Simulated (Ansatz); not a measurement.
# C₅H₁₂SeSn: vertical ionisation energy

An exercise on one series of results from a longer session: the logs are not shown, and one member is left open.

The runs use Ansatz 0.2.0, Gaussian basis; unrestricted cation, the program's frozen cores in correlated methods.

Plan: UKS PBE-D4/def2-TZVPP; UKS r2SCAN-D4/def2-TZVPP; UKS PBE0-D4/def2-TZVPP; UKS B3LYP-D4/def2-TZVPP; UKS wB97X-V/def2-TZVPP; UKS wB97M-V/def2-TZVPP; UKS B2PLYP/def2-TZVPP; then −ε(HOMO) from the neutral's earlier runs with LDA (SPW92), PBE-D4, revPBE-D4, BLYP-D4, r2SCAN-D4, B97M-V, PBE0-D4, B3LYP-D4, r2SCANh-D4, r2SCAN0-D4, HSE06-D4, BHLYP-D4, CAM-B3LYP-D4, LC-ωPBE, ωB97X-V, ωB97M-V.

## The relaxed structure

All runs share one geometry, relaxed beforehand with PBE0-D4 in a triple-zeta def2 set. Sn takes the def2 core potential; no spin-orbit term is included.

SMILES `C=C[Se][Sn]([CH3])([CH3])[CH3]`, 19 atoms, charge 0, spin multiplicity 1.

Atoms are counted from 1 here; the program's logs count them from 0.

Bond lengths: C1–C2 1.325 Å, C1–H8 1.084 Å, C1–H9 1.085 Å, C2–Se3 1.908 Å, C2–H10 1.086 Å, Se3–Sn4 2.552 Å, Sn4–C5 2.143 Å, Sn4–C6 2.140 Å, Sn4–C7 2.140 Å, C5–H11 1.091 Å, C5–H12 1.090 Å, C5–H13 1.090 Å, C6–H14 1.090 Å, C6–H15 1.091 Å, C6–H16 1.090 Å, C7–H17 1.090 Å, C7–H18 1.091 Å, C7–H19 1.090 Å. Angles: C2–C1–H8 122.0°, C2–C1–H9 120.5°, H8–C1–H9 117.5°, C1–C2–Se3 123.4°, C1–C2–H10 120.8°, Se3–C2–H10 115.7°, C2–Se3–Sn4 95.5°, Se3–Sn4–C5 107.9°, Se3–Sn4–C6 105.7°, Se3–Sn4–C7 107.7°, C5–Sn4–C6 111.9°, C5–Sn4–C7 110.8°, C6–Sn4–C7 112.5°, Sn4–C5–H11 109.8°, Sn4–C5–H12 109.8°, Sn4–C5–H13 110.3°, H11–C5–H12 109.1°, H11–C5–H13 108.6° and more.

Coordinates:

```mol
C5H12SeSn
  3D, bonds by distance, orders not assigned

 19 18  0  0  0  0  0  0  0  0999 V2000
    2.8337    0.5296    2.1417 C   0  0
    2.2631    0.6215    0.9491 C   0  0
    0.8747    1.8651    0.5430 Se  0  0
   -0.7254    0.1341   -0.4344 Sn  0  0
    0.3081   -0.9160   -1.9911 C   0  0
   -2.3899    1.2453   -1.1920 C   0  0
   -1.2826   -1.2019    1.1424 C   0  0
    2.4992    1.1228    2.9853 H   0  0
    3.6686   -0.1450    2.3021 H   0  0
    2.6161    0.0218    0.1159 H   0  0
   -0.3789   -1.5975   -2.4959 H   0  0
    0.7040   -0.2056   -2.7167 H   0  0
    1.1314   -1.4968   -1.5743 H   0  0
   -2.0548    1.9384   -1.9637 H   0  0
   -3.1255    0.5636   -1.6219 H   0  0
   -2.8598    1.8098   -0.3865 H   0  0
   -0.3828   -1.5896    1.6207 H   0  0
   -1.8659   -2.0353    0.7473 H   0  0
   -1.8752   -0.6685    1.8855 H   0  0
  1  2  8  0
  2  3  8  0
  3  4  8  0
  4  5  8  0
  4  6  8  0
  4  7  8  0
  1  8  8  0
  1  9  8  0
  2 10  8  0
  5 11  8  0
  5 12  8  0
  5 13  8  0
  6 14  8  0
  6 15  8  0
  6 16  8  0
  7 17  8  0
  7 18  8  0
  7 19  8  0
M  END
```

The first run:

Input file in.yaml:

```yaml
crystal:
  periodic: [false, false, false]
  atoms:
    - {symbol: C, position_ang: [2.833662, 0.529558, 2.141706]}
    - {symbol: C, position_ang: [2.263077, 0.621536, 0.949132]}
    - {symbol: Se, position_ang: [0.874651, 1.865120, 0.543028]}
    - {symbol: Sn, position_ang: [-0.725413, 0.134096, -0.434428]}
    - {symbol: C, position_ang: [0.308145, -0.916024, -1.991077]}
    - {symbol: C, position_ang: [-2.389941, 1.245287, -1.192049]}
    - {symbol: C, position_ang: [-1.282561, -1.201898, 1.142366]}
    - {symbol: H, position_ang: [2.499242, 1.122801, 2.985261]}
    - {symbol: H, position_ang: [3.668633, -0.145023, 2.302097]}
    - {symbol: H, position_ang: [2.616098, 0.021843, 0.115928]}
    - {symbol: H, position_ang: [-0.378877, -1.597497, -2.495907]}
    - {symbol: H, position_ang: [0.703987, -0.205588, -2.716716]}
    - {symbol: H, position_ang: [1.131396, -1.496843, -1.574299]}
    - {symbol: H, position_ang: [-2.054779, 1.938352, -1.963736]}
    - {symbol: H, position_ang: [-3.125474, 0.563564, -1.621927]}
    - {symbol: H, position_ang: [-2.859777, 1.809768, -0.386480]}
    - {symbol: H, position_ang: [-0.382781, -1.589640, 1.620718]}
    - {symbol: H, position_ang: [-1.865857, -2.035318, 0.747286]}
    - {symbol: H, position_ang: [-1.875233, -0.668495, 1.885495]}
basis:
  gaussian: {orbitals: def2-TZVPP}
total_charge: 1
magnetization: {spin_polarized: true, initial_magnetization: 1}
hamiltonian: {xc: pbe, dispersion: d4}
```

Steps of the session up to this table: Cation, UKS PBE-D4/def2-TZVPP; Cation, UKS r2SCAN-D4/def2-TZVPP; Cation, UKS PBE0-D4/def2-TZVPP; Cation, UKS B3LYP-D4/def2-TZVPP; Cation, UKS wB97X-V/def2-TZVPP; Cation, UKS wB97M-V/def2-TZVPP; Cation, UKS B2PLYP (frozen core)/def2-TZVPP.

One of the session's tables, all rows but one given; the rest of the session is left out.

It belongs to the step «Ionisation energies side by side». Orbital estimates, from the neutral's runs:

```
  functional  −ε(HOMO) (eV)
 LDA (SPW92)           5.23
      PBE-D4           5.09
   revPBE-D4           5.03
     BLYP-D4           4.92
   r2SCAN-D4           5.31
      B97M-V           5.40
     PBE0-D4           6.15
    B3LYP-D4           5.93
  r2SCANh-D4           5.70
  r2SCAN0-D4              ?
    HSE06-D4           5.76
    BHLYP-D4           7.07
CAM-B3LYP-D4           7.39
     LC-ωPBE           8.70
     ωB97X-V           8.37
     ωB97M-V           8.26
```

Estimate the missing values for r2SCAN0-D4.

Worked estimate for «−ε(HOMO) (eV)». Against the share of exact exchange, r2SCAN-D4 (0, 5.31), r2SCANh-D4 (0.1, 5.70) give a slope of 3.90 per unit share; at 0.25 the line stands at 6.28.

The run gave: −ε(HOMO) (eV): 6.30. In «−ε(HOMO) (eV)» the line misses by -0.02.
